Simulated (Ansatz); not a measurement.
Working through a phonon calculation by linear response of BaHI, space group P4/nmm

With the Python package of Ansatz (0.2.0).

Notebook, run cell by cell (the value of a cell's last expression is shown):

In [1]:
```python
from dataclasses import dataclass
from pathlib import Path

import ansatz as az
import numpy as np
from pymatgen.core import Lattice, Structure
from pymatgen.io.ase import AseAtomsAdaptor
```

In [2]:
```python
@dataclass(frozen=True)
class RunConfig:
    functional: str = 'LDA'
    cutoff: int = 550
    filling: str = 'Fixed'
    mesh: tuple[int, ...] = (4, 4, 2)


opts = RunConfig()
```

In [3]:
```python
pmg_structure = Structure(
    Lattice([[4.828, 0.0, 0.0], [0.0, 4.828, 0.0], [0.0, 0.0, 7.867]]),
    ['Ba', 'Ba', 'H', 'H', 'I', 'I'],
    [
        [0.0, 0.5, 0.19],
        [0.5, 0.0, 0.81],
        [0.0, 0.0, 0.0],
        [0.5, 0.5, 0.0],
        [0.0, 0.5, 0.68],
        [0.5, 0.0, 0.32],
    ],
)
crystal = az.Crystal.from_ase(AseAtomsAdaptor.get_atoms(pmg_structure))
```

In [4]:
```python
len(crystal.resolved().sites)
```
Out [4]:
```text
6
```

In [5]:
```python
job = (
    crystal.calculation()
    .functional(opts.functional)
    .basis(opts.cutoff)
    .occupations(opts.filling)
    .kpoints(*opts.mesh)
    .phonons('dfpt')
)
res = job.run(runs_dir='runs')
ph = res.phonons

print('Gamma modes (1/cm):', ' '.join(f'{w:.1f}' for w in ph.gamma_omega_inv_cm))
print('in meV:', ' '.join(f'{w * 0.1239842:.2f}' for w in ph.gamma_omega_inv_cm))
```
```text
Gamma modes (1/cm): 0.0 0.0 0.0 45.1 45.3 45.3 46.2 78.4 78.4 80.0 82.9 82.9 510.7 510.7 564.2 564.2 598.4 699.4
in meV: 0.00 0.00 0.00 5.59 5.61 5.61 5.73 9.72 9.72 9.92 10.28 10.28 63.32 63.32 69.96 69.96 74.19 86.71
```

Notes:
- The cell isn't relaxed first, so the values belong to this volume.
- No non-analytic term is added, so at the zone centre the longitudinal optical modes of a polar crystal aren't split off.
- The starting cell is as deposited in a crystallographic database; the results hold for this polymorph, which needn't be the stable one.
- The structure is taken as given; imaginary modes can come from an unrelaxed or unstable start.
- Timing: 84 s on 1 thread of Intel(R) Xeon(R) Platinum 8488C (Sapphire Rapids), on a shared host, peak memory 1.1 GiB.
